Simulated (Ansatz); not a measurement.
Nudged elastic band run: Mg8HO8, charge +1

Input file:

```yaml
crystal:
  lattice:
    - [0.0, 3.977, 3.977]
    - [3.977, 0.0, 3.977]
    - [3.977, 3.977, 0.0]
  atoms:
    - { symbol: Mg, position: [0.01712345, -0.01369053, 0.01771455] }
    - { symbol: O, position: [0.25096381, 0.24325016, 0.25156428] }
    - { symbol: Mg, position: [0.01713478, -0.01369118, 0.47882034] }
    - { symbol: O, position: [0.25096112, 0.24325067, 0.75420772] }
    - { symbol: Mg, position: [0.00089097, 0.49613649, 0.00148054] }
    - { symbol: O, position: [0.25605195, 0.73060001, 0.25666223] }
    - { symbol: Mg, position: [0.00635227, 0.49203075, 0.50080136] }
    - { symbol: O, position: [0.24862053, 0.74727277, 0.75204569] }
    - { symbol: Mg, position: [0.478206, -0.01370037, 0.01774209] }
    - { symbol: O, position: [0.75360958, 0.24325452, 0.25155858] }
    - { symbol: Mg, position: [0.50123128, -0.00490527, 0.50182961] }
    - { symbol: O, position: [0.75540075, 0.23258745, 0.75599819] }
    - { symbol: Mg, position: [0.50019803, 0.49202833, 0.00696271] }
    - { symbol: O, position: [0.75145345, 0.74728236, 0.24920291] }
    - { symbol: Mg, position: [0.50019459, 0.49202554, 0.5007932] }
    - { symbol: O, position: [0.7514554, 0.74729194, 0.75204777] }
    - { symbol: H, position: [0.82680883, 1.01816775, 0.82747921] }
total_charge: 1
basis:
  ecutwfc: 420.0
kpoints:
  mp_grid: { grid: [2, 2, 2] }
hamiltonian:
  xc: pbe
  pseudopotentials: { kind: paw, azcp: { folder: soft_1 } }
scf:
  occupations: { method: fermi_dirac, width: 0.05 }
  lower_state_search: "off"
neb:
  images: 5
  f_tol: 0.03
  initial_path: linear
  max_iterations: 80
  spring: 10.0
  final_atoms:
    - { symbol: Mg, position: [0.00749931, -0.00656315, -0.00045363] }
    - { symbol: O, position: [0.25632272, 0.2462396, 0.24873615] }
    - { symbol: Mg, position: [0.00370676, -0.0012122, 0.49876679] }
    - { symbol: O, position: [0.26690485, 0.24438743, 0.7443672] }
    - { symbol: Mg, position: [0.00750841, 0.49957238, -0.00044903] }
    - { symbol: O, position: [0.25631709, 0.74875618, 0.24873029] }
    - { symbol: Mg, position: [0.00750313, 0.49956973, 0.49340772] }
    - { symbol: O, position: [0.25632032, 0.74875954, 0.74622111] }
    - { symbol: Mg, position: [0.51329099, -0.01732544, 0.0213984] }
    - { symbol: O, position: [0.75239121, 0.24824109, 0.25119267] }
    - { symbol: Mg, position: [0.51329445, -0.0173068, 0.48267673] }
    - { symbol: O, position: [0.75237721, 0.24823458, 0.74820651] }
    - { symbol: Mg, position: [0.50457409, 0.49849713, -0.00152253] }
    - { symbol: O, position: [0.76877093, 0.74377862, 0.24374686] }
    - { symbol: Mg, position: [0.51328825, 0.52144416, 0.48264481] }
    - { symbol: O, position: [0.75240136, 0.75120133, 0.74821765] }
    - { symbol: H, position: [0.48149056, 1.17292471, 0.67284673] }
  order_check: true
```

Command:

```bash
$ ansatz run input.yaml --threads 1 --pin off --max-ram 3072MiB --backend cpu --events-out ev --progress --plain --runs-dir out
```

Output, in part (warnings, iteration lines):

```
NEB end point (image 0): max|allowed force component| = 1.720e-3 eV/Å (the criterion of neb.relax_end_points is 1.000e-2)
NEB end point (image 6): max|allowed force component| = 2.010e-2 eV/Å (the criterion of neb.relax_end_points is 1.000e-2)
NEB iter   1: max|band force component| = 6.854e0 eV/Å  barrier→ = 1.7784 eV  barrier← = 1.7783 eV  Δτ_max = 0.0936 Å  (60 SCF iters)
NEB iter   2: max|band force component| = 4.061e0 eV/Å  barrier→ = 1.0763 eV  barrier← = 1.0762 eV  Δτ_max = 0.1935 Å  (34 SCF iters)
NEB iter   3: max|band force component| = 3.081e0 eV/Å  barrier→ = 0.4766 eV  barrier← = 0.4765 eV  Δτ_max = 0.1482 Å  (38 SCF iters)
NEB iter   4: max|band force component| = 1.266e0 eV/Å  barrier→ = 0.3535 eV  barrier← = 0.3534 eV  Δτ_max = 0.0643 Å  (36 SCF iters)
NEB iter   5: max|band force component| = 8.588e-1 eV/Å  barrier→ = 0.2874 eV  barrier← = 0.2873 eV  CI = image 4  Δτ_max = 0.1998 Å  (32 SCF iters)
NEB iter   6: max|band force component| = 7.816e-1 eV/Å  barrier→ = 0.3906 eV  barrier← = 0.3906 eV  CI = image 4  Δτ_max = 0.0585 Å  (34 SCF iters)
NEB iter   7: max|band force component| = 2.336e-1 eV/Å  barrier→ = 0.3327 eV  barrier← = 0.3327 eV  CI = image 4  Δτ_max = 0.0578 Å  (31 SCF iters)
NEB iter   8: max|band force component| = 2.561e-1 eV/Å  barrier→ = 0.3178 eV  barrier← = 0.3178 eV  CI = image 4  Δτ_max = 0.0291 Å  (31 SCF iters)
NEB iter   9: max|band force component| = 2.012e-1 eV/Å  barrier→ = 0.3128 eV  barrier← = 0.3128 eV  CI = image 4  Δτ_max = 0.0581 Å  (27 SCF iters)
NEB iter  10: max|band force component| = 9.148e-2 eV/Å  barrier→ = 0.3042 eV  barrier← = 0.3042 eV  CI = image 4  Δτ_max = 0.0347 Å  (28 SCF iters)
NEB iter  11: max|band force component| = 6.425e-2 eV/Å  barrier→ = 0.3018 eV  barrier← = 0.3017 eV  CI = image 4  Δτ_max = 0.0181 Å  (28 SCF iters)
NEB iter  12: max|band force component| = 2.028e-1 eV/Å  barrier→ = 0.3010 eV  barrier← = 0.3010 eV  CI = image 4  Δτ_max = 0.0090 Å  (25 SCF iters)
NEB iter  13: max|band force component| = 3.112e-2 eV/Å  barrier→ = 0.3008 eV  barrier← = 0.3008 eV  CI = image 4  Δτ_max = 0.0076 Å  (24 SCF iters)
NEB iter  14: max|band force component| = 3.222e-2 eV/Å  barrier→ = 0.3008 eV  barrier← = 0.3007 eV  CI = image 4  Δτ_max = 0.0020 Å  (20 SCF iters)
NEB iter  15: max|band force component| = 3.184e-3 eV/Å  barrier→ = 0.3007 eV  barrier← = 0.3007 eV  CI = image 4  Δτ_max = 0.0000 Å  (260 SCF iters)
```

The run converged. The profile has 2 maxima (images 1, 4) with wells between them (image 2): this band takes more than one step, which may be the mechanism or a detour left from its start path. By the program's own check the climbing image is a first-order saddle point (lowest curvatures found: -5.95 and 1.41 eV/Å²). Limits of this set-up: coarse k mesh, charged cell in a uniform background, uncorrected.

Final band (atoms are numbered from 1 in the order of the input):

| image | path coordinate (Å) | energy (eV) | Mg1–H17 (Å) | Mg3–H17 (Å) | O12–H17 (Å) |
| --- | --- | --- | --- | --- | --- |
| 0 | 0.00 | 0.00 | 1.76 | 1.76 | 0.98 |
| 1 | 0.52 | 0.13 | 2.15 | 1.65 | 0.99 |
| 2 | 1.05 | 0.05 | 2.58 | 1.69 | 0.98 |
| 3 | 1.57 | 0.09 | 2.83 | 2.00 | 1.00 |
| 4 | 2.09 | 0.30 | 3.14 | 2.42 | 1.23 |
| 5 | 2.54 | 0.12 | 2.85 | 2.47 | 1.67 |
| 6 | 2.99 | 0.00 | 2.73 | 2.40 | 2.04 |

Time of the run: 7.7 min on 1 thread of Arm Neoverse V1, on a shared host, peak memory 0.59 GiB.
